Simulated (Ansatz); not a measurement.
**One shape, several levels: GeHSCl2F (SMILES [F][Ge]([SH])([Cl])[Cl])**

We compute a comparison of 3 runs (HF/def2-SVP, B3LYP/6-31G*, CCSD(T)/3-21G) of GeHSCl2F. 

The calculation is run with Ansatz 0.2.0.

2 further runs of the same task are left out: 2 for a known fault of the program.

### 1 The system as given

GeHSCl2F: 6 atoms, total charge 0, spin state singlet. As SMILES, `[F][Ge]([SH])([Cl])[Cl]`. Geometry: relaxed at PBE0-D4/def2-TZVP. This is one conformer, not always the lowest.

Bond lengths: F1–Ge2 1.720 Å, Ge2–S3 2.181 Å, Ge2–Cl4 2.115 Å, Ge2–Cl5 2.121 Å, S3–H6 1.346 Å. Angles: F1–Ge2–S3 111.1°, F1–Ge2–Cl4 107.1°, F1–Ge2–Cl5 104.8°, S3–Ge2–Cl4 109.1°, S3–Ge2–Cl5 113.6°, Cl4–Ge2–Cl5 110.9°, Ge2–S3–H6 92.1°.

### 2 Energy and forces at HF/def2-SVP (run 1)

molecule.yaml

```yaml
crystal:
  periodic: [false, false, false]
  atoms:
    - {symbol: F, position_ang: [1.026900, -1.407000, -0.691200]}
    - {symbol: Ge, position_ang: [-0.148100, -0.195600, -0.359900]}
    - {symbol: S, position_ang: [-0.244400, 0.240000, 1.774800]}
    - {symbol: Cl, position_ang: [-2.016500, -0.953000, -0.997700]}
    - {symbol: Cl, position_ang: [0.438900, 1.465300, -1.540500]}
    - {symbol: H, position_ang: [0.985300, 0.786300, 1.768500]}
basis:
  gaussian: {orbitals: def2-SVP}
accuracy: high
hamiltonian: {xc: hf}
output: {forces: true, orbitals: {seedname: orbitals}}
```

Launch:

```console
$ ansatz run molecule.yaml --threads 1 --pin off --max-ram 2610MiB --events-out events.jsonl --progress --plain --runs-dir runs
```

What it wrote:

```text
Warning: RAYON_NUM_THREADS=1 ignored (pool sized by the plan → 1); use --threads N
Functional definition: HF
  name "HF"
  exchange = exact_x
  correlation = 0
2038 factors; integrals over basis functions are off by at most 1.3e-8 eV
mean field evaluation 1: about -95000.9118 eV, gradient 3.3e1 eV
mean field evaluation 2: about -95000.9631 eV, gradient 3.3e1 eV
mean field evaluation 4: about -95003.4615 eV, gradient 2.4e0 eV
mean field evaluation 8: about -95003.4905 eV, gradient 1.7e-1 eV
mean field evaluation 16: about -95003.4907 eV, gradient 1.0e-8 eV
mean field -95003.49067451 eV, -3491.3138866095 hartree, gradient 1.0e-8 eV, S^2 0.000000; 0 other end points of the search recorded, 0 dependent functions left out
the calculation of the forces begins
reference -95003.49067451 eV, -3491.3138866095 hartree; 46, 46 occupied and 59, 59 virtual orbitals, 2038 factors
Total energy: -95003.49067451 eV, -3491.3138866095 hartree
Atom 0 at     1.026900    -1.407000    -0.691200 Å, force    -0.284902     0.311286     0.097296 eV/Å
Atom 1 at    -0.148100    -0.195600    -0.359900 Å, force     0.252832    -0.424594    -0.051393 eV/Å
Atom 2 at    -0.244400     0.240000     1.774800 Å, force     0.344577     0.138360    -0.057977 eV/Å
Atom 3 at    -2.016500    -0.953000    -0.997700 Å, force    -0.141158    -0.065280    -0.082880 eV/Å
Atom 4 at     0.438900     1.465300    -1.540500 Å, force     0.042367     0.104940    -0.059874 eV/Å
Atom 5 at     0.985300     0.786300     1.768500 Å, force    -0.213716    -0.064713     0.154829 eV/Å
Dipole moment:     0.048867     0.277095     0.289382 e Å
```

Run time: 17 s. Hardware: 1 thread of Intel Xeon at 2.50GHz (Skylake/Cascade Lake), shared host; peak memory 0.4 GiB.

### 3 Energy and gradient at B3LYP/6-31G(d) (Cartesian functions) (run 2)

in.yaml

```yaml
crystal:
  periodic: [false, false, false]
  atoms:
    - symbol: F
      position_ang: [1.026900, -1.407000, -0.691200]
    - symbol: Ge
      position_ang: [-0.148100, -0.195600, -0.359900]
    - symbol: S
      position_ang: [-0.244400, 0.240000, 1.774800]
    - symbol: Cl
      position_ang: [-2.016500, -0.953000, -0.997700]
    - symbol: Cl
      position_ang: [0.438900, 1.465300, -1.540500]
    - symbol: H
      position_ang: [0.985300, 0.786300, 1.768500]
basis:
  gaussian:
    orbitals: "6-31G*"
hamiltonian:
  xc: {name: B3LYP}
accuracy: high
output: {forces: true, orbitals: {seedname: orbitals}}
```

Launch:

```console
$ ansatz run in.yaml --threads 1 --pin off --max-ram 2610MiB --events-out events.jsonl --progress --plain --runs-dir runs
```

What it wrote:

```text
Warning: RAYON_NUM_THREADS=1 ignored (pool sized by the plan → 1); use --threads N
Functional definition: B3LYP
  name "B3LYP"
  parameter a0 = 0.2
  parameter ax = 0.72
  parameter ac = 0.81
  exchange = (1 - a0 - ax)*slater_x + ax*b88_x + a0*exact_x
  correlation = (1 - ac)*vwn_rpa_c + ac*lyp_c
2121 factors; integrals over basis functions are off by at most 7.9e-9 eV
mean field evaluation 1: about -95126.6809 eV, gradient 3.9e1 eV
mean field evaluation 2: about -95121.7708 eV, gradient 7.1e1 eV
mean field evaluation 4: about -95129.2018 eV, gradient 2.1e0 eV
mean field evaluation 8: about -95129.2988 eV, gradient 2.4e-1 eV
mean field evaluation 16: about -95129.2989 eV, gradient 6.3e-5 eV
mean field -95129.29892070 eV, -3495.9372543809 hartree, gradient 8.4e-8 eV, S^2 0.000000; 0 other end points of the search recorded, 0 dependent functions left out
the calculation of the forces begins
reference -95129.29896140 eV, -3495.9372558768 hartree; 46, 46 occupied and 63, 63 virtual orbitals, 2121 factors
Total energy: -95129.29896140 eV, -3495.9372558768 hartree
Atom 0 at     1.026900    -1.407000    -0.691200 Å, force     0.295986    -0.301675    -0.071970 eV/Å
Atom 1 at    -0.148100    -0.195600    -0.359900 Å, force     0.088663    -0.133845     0.113942 eV/Å
Atom 2 at    -0.244400     0.240000     1.774800 Å, force    -0.156372     0.043260     0.453808 eV/Å
Atom 3 at    -2.016500    -0.953000    -0.997700 Å, force    -0.563703    -0.214151    -0.193645 eV/Å
Atom 4 at     0.438900     1.465300    -1.540500 Å, force     0.167580     0.522279    -0.358646 eV/Å
Atom 5 at     0.985300     0.786300     1.768500 Å, force     0.167847     0.084132     0.056511 eV/Å
Dipole moment:     0.093892     0.215639     0.277049 e Å
```

It took 41 s on 1 thread of Intel Xeon at 2.50GHz (Skylake/Cascade Lake), shared host; peak memory 0.48 GiB.

### 4 Energy and gradient at CCSD(T)/3-21G (run 3)

job.yaml

```yaml
crystal:
  periodic: [false, false, false]
  atoms:
    - {symbol: F, position_ang: [1.026900, -1.407000, -0.691200]}
    - {symbol: Ge, position_ang: [-0.148100, -0.195600, -0.359900]}
    - {symbol: S, position_ang: [-0.244400, 0.240000, 1.774800]}
    - {symbol: Cl, position_ang: [-2.016500, -0.953000, -0.997700]}
    - {symbol: Cl, position_ang: [0.438900, 1.465300, -1.540500]}
    - {symbol: H, position_ang: [0.985300, 0.786300, 1.768500]}
basis:
  gaussian: {orbitals: 3-21G-spherical.json}
correlation: {method: ccsd_t, frozen_orbitals: {Cl: 5, F: 1, Ge: 9, H: 0, S: 5}}
accuracy: high
scf: {omitted_lower_state_checks: [cluster_reference, increment]}
output: {forces: true, orbitals: {seedname: orbitals}}
```

The basis set 3-21G is read from a file made from the Basis Set Exchange's data (not shown).

Launch:

```console
$ ansatz run job.yaml --threads 1 --pin off --max-ram 2610MiB --events-out events.jsonl --progress --plain --runs-dir runs
```

What it wrote:

```text
Warning: RAYON_NUM_THREADS=1 ignored (pool sized by the plan → 1); use --threads N
Functional definition: HF
  name "HF"
  exchange = exact_x
  correlation = 0
these checks for a lower state are left out or cut short: cluster_reference, increment
1479 factors; integrals over basis functions are off by at most 5.8e-9 eV
mean field evaluation 1: about -94560.4261 eV, gradient 3.1e1 eV
mean field evaluation 2: about -94560.6273 eV, gradient 3.1e1 eV
mean field evaluation 4: about -94563.3396 eV, gradient 2.0e0 eV
mean field evaluation 8: about -94563.3659 eV, gradient 1.8e-1 eV
mean field evaluation 16: about -94563.3661 eV, gradient 1.3e-7 eV
mean field -94563.36610802 eV, -3475.1396071179 hartree, gradient 2.6e-8 eV, S^2 0.000000; 0 other end points of the search recorded, 0 dependent functions left out
25 core orbitals not correlated: weight in the atoms' cores, before any rotation towards them, 1.000 or more for the frozen orbitals, at most 0.000 for the correlated occupied ones
reference -94563.36610802 eV, -3475.1396071179 hartree; 21, 21 occupied and 26, 26 virtual orbitals, 1479 factors
second order -8.59006578 eV of doubles, -0.00000000 eV of singles
cycle   1  -8.85884924 eV  change   -2.7e-1 eV  update   9.0e-2
cycle   2  -9.14077654 eV  change   -2.8e-1 eV  update   2.7e-2
cycle   3  -9.21013287 eV  change   -6.9e-2 eV  update   1.4e-2
cycle   4  -9.21420234 eV  change   -4.1e-3 eV  update   2.8e-3
cycle   5  -9.21282500 eV  change    1.4e-3 eV  update   9.6e-4
cycle   6  -9.21269531 eV  change    1.3e-4 eV  update   2.5e-4
cycle   7  -9.21261794 eV  change    7.7e-5 eV  update   8.2e-5
cycle   8  -9.21259374 eV  change    2.4e-5 eV  update   2.3e-5
cycle   9  -9.21260271 eV  change   -9.0e-6 eV  update   7.4e-6
cycle  10  -9.21260395 eV  change   -1.2e-6 eV  update   2.5e-6
cycle  11  -9.21260308 eV  change    8.8e-7 eV  update   1.0e-6
cycle  12  -9.21260330 eV  change   -2.3e-7 eV  update   4.0e-7
cycle  13  -9.21260340 eV  change   -9.4e-8 eV  update   1.6e-7
cycle  14  -9.21260350 eV  change   -1.0e-7 eV  update   6.7e-8
cycle  15  -9.21260353 eV  change   -2.8e-8 eV  update   3.0e-8
cycle  16  -9.21260328 eV  change    2.5e-7 eV  update   1.2e-7
cycle  17  -9.21260323 eV  change    5.0e-8 eV  update   3.2e-8
cycle  18  -9.21260320 eV  change    2.4e-8 eV  update   1.0e-8
cycle  19  -9.21260320 eV  change    2.4e-9 eV  update   3.4e-9
perturbative correction -0.18287392 eV, -0.0067204924 hartree
the calculation of the forces begins
Total energy: -94572.76158513 eV, -3475.4848845335 hartree
Atom 0 at     1.026900    -1.407000    -0.691200 Å, force    -0.199383     0.215416     0.080886 eV/Å
Atom 1 at    -0.148100    -0.195600    -0.359900 Å, force     1.328147    -1.646711    -0.069587 eV/Å
Atom 2 at    -0.244400     0.240000     1.774800 Å, force    -0.687204     0.029271     1.308835 eV/Å
Atom 3 at    -2.016500    -0.953000    -0.997700 Å, force    -1.799480    -0.685965    -0.592528 eV/Å
Atom 4 at     0.438900     1.465300    -1.540500 Å, force     0.536131     1.639811    -1.119177 eV/Å
Atom 5 at     0.985300     0.786300     1.768500 Å, force     0.821788     0.448178     0.391571 eV/Å
Dipole moment:     0.224689     0.167318     0.292184 e Å
Checks for a lower state left out: cluster_reference, increment
```

Wall time 47 s (1 thread of Intel Xeon at 2.50GHz (Skylake/Cascade Lake), shared host); peak memory 0.48 GiB.

### 5 The series

| run | level | Cartesian functions | frozen core orbitals | energy (Eh) | dipole moment (D) | HOMO energy (eV) | LUMO energy (eV) | wall time |
| --- | --- | --- | --- | --- | --- | --- | --- | --- |
| 1 | HF/def2-SVP | no | – | -3491.313887 | 1.94 | -11.49 | 2.68 | 17 s |
| 2 | B3LYP/6-31G* (Cartesian functions) | yes | – | -3495.937256 | 1.75 | -8.21 | -2.12 | 41 s |
| 3 | CCSD(T)/3-21G | no | 25 | -3475.484885 | 1.94 | -12.13 | 1.40 | 47 s |

### 6 Outcome

| quantity | value |
| --- | --- |
| run 3: total energy | -3475.48488 Eh |
| run 3: dipole moment (correlated density) | 1.94 D |
| run 3: HOMO energy (Hartree–Fock orbitals) | -12.13 eV |
| run 3: LUMO energy (Hartree–Fock orbitals) | 1.40 eV |
| run 3: HOMO–LUMO gap (Hartree–Fock orbitals) | 13.53 eV |
| run 3: correlation energy (25 core orbitals frozen) | -345.3 mEh |
| run 3: (T) correction | -6.72 mEh |
| run 3: T1 diagnostic | 0.010 |
| run 3: largest force on an atom | 2.117 eV/Å |

The dipole moment (its size) runs from 1.75 D (B3LYP/6-31G*) to 1.94 D (CCSD(T)/3-21G). The two ends differ in method and basis. All runs together took 1.8 min, the longest 47 s.
